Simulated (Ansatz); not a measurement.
**TaRu (Pm-3m): relaxation followed by a look at the electronic structure**

A script is to give a relaxation followed by a look at the electronic structure; the system is TaRu (Pm-3m).

Program: the Python package of Ansatz 0.2.0. Level of theory: DFT PBEsol, plane waves, PAW. These are calculated values, not measurements.

## 1. The structure

It takes space group Pm-3m (No. 221, cubic). Conventional cell: a = 3.187 Å, b = 3.187 Å, c = 3.187 Å, α = 90.00°, β = 90.00°, γ = 90.00°. Ta (site symmetry m-3m) has 8 Ru at 2.76 Å as nearest neighbours. Ru (site symmetry m-3m) is surrounded by 8 Ta at 2.76 Å.

The script holds or builds the structure itself.

## 2. Script

taru.py reads:

```python
"""From the given cell of TaRu to a relaxed cell, its gap and its density of states."""

import warnings

import ansatz as az
import numpy as np
from pymatgen.core import Lattice, Structure
from pymatgen.io.ase import AseAtomsAdaptor

XC = "pbesol"
SMEARING = "gaussian"
WIDTH_EV = 0.05
SCF_TOL = 1e-08


def count_gap(report):
    # lowest empty less highest filled band, counting bands; zero where they overlap
    return max(report.get("gap_by_band_count_ev") or 0.0, 0.0)


def with_settings(crystal, spacing):
    return (
        crystal.calculation()
        .functional(XC)
        .pseudopotentials("paw")
        .occupations(SMEARING, width=WIDTH_EV)
        .scf(tolerance=SCF_TOL)
        .kpoints(spacing=spacing)
    )

warnings.simplefilter("ignore", az.DeckWarning)

pmg_structure = Structure(
    Lattice([(3.187, 0.0, 0.0), (0.0, 3.187, 0.0), (0.0, 0.0, 3.187)]),
    ["Ta", "Ru"],
    [
        (0.5, 0.5, 0.5),
        (0.0, 0.0, 0.0),
    ],
)
structure = az.Crystal.from_ase(AseAtomsAdaptor.get_atoms(pmg_structure))

relaxed = with_settings(structure, 0.34).relax(cell=True, force_tolerance=0.02, max_steps=40).checkpoint(write="relax.run").run(threads=1, pin="off")
cell = np.asarray(relaxed.lattice.cell_ang)
print("relaxed edges (A):", np.linalg.norm(cell, axis=1).round(4), " volume:", round(abs(np.linalg.det(cell)), 3), "A^3")
for site in relaxed.lattice.sites:
    print(" ", site.symbol, np.round(site.position_frac, 4) + 0.0)

final = az.Crystal.from_checkpoint("relax.run")
out = with_settings(final, 0.26).functional("pbesol").stress().band_table().density_of_states(energy_step=0.05).run(threads=1, pin="off")
rep = out.report
dos = out.density_of_states()
print(f"pressure at the relaxed cell {np.trace(rep['stress_gpa']) / 3:.3f} GPa, gap by band count {count_gap(rep):.3f} eV")
if count_gap(rep) == 0:
    print("states/eV at the Fermi level:", round(float(np.interp(dos.fermi_ev, dos.energies_ev, dos.spin_summed_g_bin_mean_per_ev)), 3))
```

## 3. What the engine is handed

The package turns the script's settings into the engine's input (first run):

```yaml
crystal:
  lattice:
    - [3.187, 0.0, 0.0]
    - [0.0, 3.187, 0.0]
    - [0.0, 0.0, 3.187]
  atoms:
    - { symbol: Ta, position: [0.5, 0.5, 0.5] }
    - { symbol: Ru, position: [0.0, 0.0, 0.0] }
kpoints:
  mp_grid:
    kspacing: 0.34
hamiltonian:
  xc: pbesol
  pseudopotentials:
    kind: paw
scf:
  convergence:
    dr2_threshold: 1.0e-08
  occupations:
    method: gaussian
    width: 0.05
relax:
  f_tol: 0.02
  max_steps: 40
  cell: {}
checkpoint:
  write: relax.run
```

## 4. Launch

Launch:

```
$ python taru.py
```

Q: Predict the main results. Wanted: moves of the relaxation of run 1; energy gained in run 1; last largest force component of run 1; relaxed conventional cell of run 1; space group at the end of run 1.

The runs gave:

| quantity | value |
| --- | --- |
| runs compared | 2 |
| moves of the relaxation of run 1 | 3 |
| energy gained in run 1 (ahead of the last change of basis) | 25.9 meV/atom |
| last largest force component of run 1 | 0.0000 eV/Å |
| relaxed conventional cell of run 1 | a = 3.140 Å, b = 3.140 Å, c = 3.140 Å, α = 90.00°, β = 90.00°, γ = 90.00° |
| space group at the end of run 1 | Pm-3m |

What this shows: In run 1, over 3 moves the cell shrank by 4.4 % in volume, and the space group stayed Pm-3m. What to keep in mind:
- Only differences from the Fermi energy are physical; the zero of the scale is a convention.
- The program warned that this SCF threshold is loose for forces or stresses.
- Where the second run takes another functional or mesh than the relaxation, its pressure isn't zero; pressure is positive in compression.
- The computed bands are complete only to about 2.4 eV above the Fermi level; beyond that the density of states is undercounted.
- The script silences the program's warnings, which a real study should read. Spin-orbit coupling is left out, though heavy elements are present.
